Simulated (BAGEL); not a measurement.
# C2H3AlN (SMILES [CH3][Al][C]#N) at UHF/3-21G (density fitting with qzvpp-jkfit)

What is the vertical electron affinity of C2H3AlN at UHF/3-21G (density fitting with qzvpp-jkfit)? 

The results are computed with BAGEL 1.2.2.

6 further runs of the same task are left out: 3 that didn't finish, 3 set aside as unsound or not needed. Runs told in other sessions of the task aren't counted.

## Step 1: The molecule

C2H3AlN: 7 atoms, total charge 0, spin state doublet. As SMILES, `[CH3][Al][C]#N`. The shape is that of a PBE0-D4/def2-TZVP optimisation.

Bond lengths: C1–Al2 1.955 Å, Al2–C3 1.956 Å, C3–N4 1.156 Å, C1–H5 1.094 Å, C1–H6 1.094 Å, C1–H7 1.093 Å. Angles: C1–Al2–C3 116.5°, Al2–C3–N4 176.1°, Al2–C1–H5 110.7°, Al2–C1–H6 110.6°, Al2–C1–H7 110.6°, H5–C1–H6 107.1°, H5–C1–H7 108.9°, H6–C1–H7 108.9°.

## Step 2: A single-point energy at UHF/3-21G (density fitting with qzvpp-jkfit)

File calc.json:

```json
{ "bagel": [

{
  "title": "molecule",
  "basis": "3-21g",
  "df_basis": "qzvpp-jkfit",
  "angstrom": true,
  "geometry": [
    { "atom": "C", "xyz": [      -0.673300,       0.886300,      -0.395500 ] },
    { "atom": "Al", "xyz": [       0.922500,       0.335200,       0.590400 ] },
    { "atom": "C", "xyz": [       1.254700,      -1.588500,       0.707200 ] },
    { "atom": "N", "xyz": [       1.516400,      -2.708800,       0.817100 ] },
    { "atom": "H", "xyz": [      -0.404600,       1.537900,      -1.231600 ] },
    { "atom": "H", "xyz": [      -1.348300,       1.454900,       0.250400 ] },
    { "atom": "H", "xyz": [      -1.206400,       0.014900,      -0.783600 ] }
  ]
},

{
  "title": "uhf",
  "nopen": 1
},

{
  "title": "print",
  "file": "orbitals.molden",
  "orbitals": true
}

]}
```

Command:

```bash
$ BAGEL_NUM_THREADS=1 BAGEL calc.json > calc.out
```

Standard output:

```text
* using 1 threads per process

  ===============================================================
  ===============================================================

  *** Geometry ***

  { "atom" : "C", "xyz" : [     -1.272353,      1.674864,     -0.747387 ] },
  { "atom" : "Al", "xyz" : [      1.743272,      0.633436,      1.115694 ] },
  { "atom" : "C", "xyz" : [      2.371039,     -3.001830,      1.336414 ] },
  { "atom" : "N", "xyz" : [      2.865581,     -5.118890,      1.544095 ] },
  { "atom" : "H", "xyz" : [     -0.764583,      2.906210,     -2.327387 ] },
  { "atom" : "H", "xyz" : [     -2.547918,      2.749363,      0.473187 ] },
  { "atom" : "H", "xyz" : [     -2.279766,      0.028157,     -1.480789 ] },

  Number of auxiliary basis functions:      409

  Since a DF basis is specified, we compute 2- and 3-index integrals:
    o Being stored without compression. Storage requirement is 0.007 GB

  Number of basis functions:       46
  Number of electrons      :       35

    * METHOD: MOLECULE                             0.11

  *** Open-shell HF ***

  === Nuclear Repulsion ===
   110.3068932683

      * DIIS with orbital gradients will be used.

  === UHF iteration (3-21g) ===
      0       -371.63651333          0.05172526           0.05
      1       -371.71843839          0.04019059           0.05
      2       -371.73006701          0.03871132           0.05
      3       -371.78037817          0.00226164           0.05
      4       -371.78105935          0.00091595           0.05
      5       -371.78126562          0.00024799           0.05
      6       -371.78131071          0.00010525           0.05
      7       -371.78132539          0.00004701           0.05
      8       -371.78133191          0.00001942           0.05
      9       -371.78133476          0.00001414           0.05
     10       -371.78133680          0.00000910           0.05
     11       -371.78133859          0.00000839           0.05
     12       -371.78134204          0.00000724           0.05
     13       -371.78134693          0.00000550           0.05
     14       -371.78135186          0.00000349           0.05
     15       -371.78135454          0.00000225           0.05
     16       -371.78135600          0.00000157           0.05
     17       -371.78135733          0.00000096           0.05
     18       -371.78135827          0.00000076           0.05
     19       -371.78135936          0.00000059           0.05
     20       -371.78135982          0.00000056           0.05
     21       -371.78135993          0.00000058           0.05
     22       -371.78135989          0.00000058           0.05
     23       -371.78136004          0.00000055           0.05
     24       -371.78136026          0.00000053           0.05
     25       -371.78136035          0.00000051           0.05
     26       -371.78136042          0.00000047           0.05
     27       -371.78136054          0.00000046           0.05
     28       -371.78136066          0.00000033           0.05
     29       -371.78136072          0.00000022           0.05
     30       -371.78136073          0.00000012           0.05
     31       -371.78136072          0.00000007           0.05
     32       -371.78136073          0.00000003           0.05
     33       -371.78136073          0.00000002           0.05
     34       -371.78136073          0.00000001           0.05
     35       -371.78136073          0.00000001           0.05
     36       -371.78136073          0.00000001           0.05
     37       -371.78136073          0.00000001           0.05
    * SCF iteration converged.

    * S^2 (UHF) is 0.7570

    * Permanent dipole moment:
           (    0.311387,    -1.548461,     0.121001) a.u.

    * METHOD: UHF                                  1.87

    * METHOD: PRINT                                0.00

  ===============================================================
```

Wall time 2.1 s (1 thread of Arm Neoverse V2, shared host); peak memory 0.082 GiB.

## Step 3: The singlet anion at the same level

File job.json:

```json
{ "bagel" : [

{
  "title" : "molecule",
  "basis" : "3-21g",
  "df_basis" : "qzvpp-jkfit",
  "angstrom" : true,
  "geometry" : [
    { "atom" : "C", "xyz" : [      -0.673300,       0.886300,      -0.395500 ] },
    { "atom" : "Al", "xyz" : [       0.922500,       0.335200,       0.590400 ] },
    { "atom" : "C", "xyz" : [       1.254700,      -1.588500,       0.707200 ] },
    { "atom" : "N", "xyz" : [       1.516400,      -2.708800,       0.817100 ] },
    { "atom" : "H", "xyz" : [      -0.404600,       1.537900,      -1.231600 ] },
    { "atom" : "H", "xyz" : [      -1.348300,       1.454900,       0.250400 ] },
    { "atom" : "H", "xyz" : [      -1.206400,       0.014900,      -0.783600 ] }
  ]
},

{ "title" : "hf", "charge" : -1 },

{ "title" : "print", "file" : "orbitals.molden", "orbitals" : true }

]}
```

Command:

```bash
$ BAGEL_NUM_THREADS=1 BAGEL job.json > job.out
```

Standard output:

```text
* using 1 threads per process

  ===============================================================
  ===============================================================

  *** Geometry ***

  { "atom" : "C", "xyz" : [     -1.272353,      1.674864,     -0.747387 ] },
  { "atom" : "Al", "xyz" : [      1.743272,      0.633436,      1.115694 ] },
  { "atom" : "C", "xyz" : [      2.371039,     -3.001830,      1.336414 ] },
  { "atom" : "N", "xyz" : [      2.865581,     -5.118890,      1.544095 ] },
  { "atom" : "H", "xyz" : [     -0.764583,      2.906210,     -2.327387 ] },
  { "atom" : "H", "xyz" : [     -2.547918,      2.749363,      0.473187 ] },
  { "atom" : "H", "xyz" : [     -2.279766,      0.028157,     -1.480789 ] },

  Number of auxiliary basis functions:      409

  Since a DF basis is specified, we compute 2- and 3-index integrals:
    o Being stored without compression. Storage requirement is 0.007 GB

  Number of basis functions:       46
  Number of electrons      :       35

    * METHOD: MOLECULE                             0.12

  *** RHF ***

  === Nuclear Repulsion ===
   110.3068932683

      * DIIS with orbital gradients will be used.

  === RHF iteration (3-21g) ===
      0       -371.62996983          0.02650384           0.02
      1       -371.73670326          0.01645757           0.02
      2       -371.77525816          0.00390634           0.02
      3       -371.77849242          0.00119641           0.02
      4       -371.77899245          0.00023345           0.02
      5       -371.77902700          0.00010338           0.02
      6       -371.77903571          0.00005397           0.02
      7       -371.77903813          0.00002180           0.02
      8       -371.77903850          0.00001125           0.02
      9       -371.77903856          0.00000492           0.02
     10       -371.77903857          0.00000179           0.02
     11       -371.77903858          0.00000079           0.02
     12       -371.77903858          0.00000019           0.02
     13       -371.77903858          0.00000008           0.02
     14       -371.77903858          0.00000004           0.02
     15       -371.77903858          0.00000002           0.02
     16       -371.77903858          0.00000001           0.02
     17       -371.77903858          0.00000001           0.02
    * SCF iteration converged.

    * Permanent dipole moment:
           (    1.501384,     0.468647,     0.974985) a.u.

    * METHOD: HF                                   0.51

    * METHOD: PRINT                                0.00

  ===============================================================
```

Wall time 0.78 s (1 thread of Arm Neoverse V2, shared host); peak memory 0.082 GiB.

## Step 4: Summary of results

Level: UHF/3-21G (density fitting with qzvpp-jkfit).

| quantity | value |
| --- | --- |
| doublet C2H3AlN: total energy | -371.78136 Eh |
| doublet C2H3AlN: dipole moment | 4.03 D |
| doublet C2H3AlN: ⟨S²⟩ | 0.757 |
| singlet anion: total energy | -371.77904 Eh |
| singlet anion: HOMO energy | -0.58 eV |
| singlet anion: LUMO energy | 6.23 eV |
| singlet anion: HOMO–LUMO gap (to an unbound level, set by the basis) | 6.81 eV |
| vertical electron affinity (to the singlet anion) | -0.063 eV |

**Reading.** The anion lies 0.06 eV (6.1 kJ/mol) above the neutral: the electron isn't bound at this level, and such a value depends on the basis. Without diffuse functions anions come out too high. Hartree–Fock misses the correlation that binds many anions.
